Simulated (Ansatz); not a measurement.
Below is the output of a Python script on Ansatz 0.2.0 through its Python package that makes a test of the smearing width of ZrHg₃, space group Pm-3m. Write a script that gives it. Level of theory (first run): r2SCAN, PAW files from the folder soft_1, cutoff 600 eV, 5×5×5 k-points, Fermi-Dirac smearing of 0.3 eV. The script varies width (eV): 0.3, 0.2, 0.1, 0.05.

```
Zr Hg
1.0
     4.36520    0.00000    0.00000
     0.00000    4.36520    0.00000
     0.00000    0.00000    4.36520
Zr Hg
1 3
Cartesian
  0.0000 0.0000 0.0000
  0.0000 2.1826 2.1826
  2.1826 0.0000 2.1826
  2.1826 2.1826 0.0000
```

```console
$ python run_smear.py
 width (eV)  F/atom (eV)  iterations  k-points
       0.30 -11421.20441          10        10
       0.20 -11421.15047           9        10
       0.10 -11421.11131           9        10
       0.05 -11421.09965          10        10
0.3: -104.76 meV/atom
0.2: -50.82 meV/atom
0.1: -11.66 meV/atom
```

One script that gives this output:

`run_smear.py`:
```python
"""Smearing width test for ZrHg3."""

import ansatz as az
import pandas as pd


def main() -> None:
    lattice = az.Lattice.of(
        [4.3652, 0.0, 0.0],
        [0.0, 4.3652, 0.0],
        [0.0, 0.0, 4.3652],
    )
    sites = [
        ("Zr", [0.0, 0.0, 0.0]),
        ("Hg", [0.0, 0.5, 0.5]),
        ("Hg", [0.5, 0.0, 0.5]),
        ("Hg", [0.5, 0.5, 0.0]),
    ]
    zrhg3 = az.Crystal(lattice=lattice)
    for symbol, position in sites:
        zrhg3 = zrhg3.atom(symbol, position)

    base = (
        zrhg3.calculation()
        .pseudopotentials("paw", azcp={"folder": "soft_1"})
        .functional("r2scan")
        .kpoints(5, 5, 5)
        .basis(600)
    )

    rows = []
    for value in [0.3, 0.2, 0.1, 0.05]:
        r = base.occupations("fermi_dirac", width=value).run(threads=1, backend="cpu").report
        rows.append((value, r["free_energy_ev"] / len(r["lattice"]["sites"]), r["n_iterations"], r["n_kpoints"]))

    table = pd.DataFrame(rows, columns=["width (eV)", "F/atom (eV)", "iterations", "k-points"])
    print(table.round(5).to_string(index=False))

    # differences from the last row
    for row in rows[:-1]:
        shift = 1000 * (row[1] - rows[-1][1])
        print(f"{row[0]}: {shift:+.2f} meV/atom" + ("  (within 2 meV)" if abs(shift) < 2 else ""))


if __name__ == "__main__":
    main()
```

Going from 0.05 to 0.3 eV changes F by -104.8 meV an atom. The report's estimate for zero width moves by -18.6 meV, so the entropy term explains only part of the change.

Reading the output:
- For a metal this k-point mesh is coarse: on a finer one energies can move by several to tens of meV an atom and pressures by half a GPa or more, differences at one mesh by less.
- The smearing is wide enough that free energy and stress hold a thermal part of the electrons.
- The narrowest width needs the finest mesh, so the last row is no converged reference.
- Spin-orbit coupling, which matters for elements this heavy, is left out.
- The starting cell is as deposited in a crystallographic database; the results hold for this polymorph, which needn't be the stable one.
- Timing: 23 s on 1 thread of Intel(R) Xeon(R) Processor @ 2.30GHz, with other jobs on the host, peak memory 0.75 GiB.
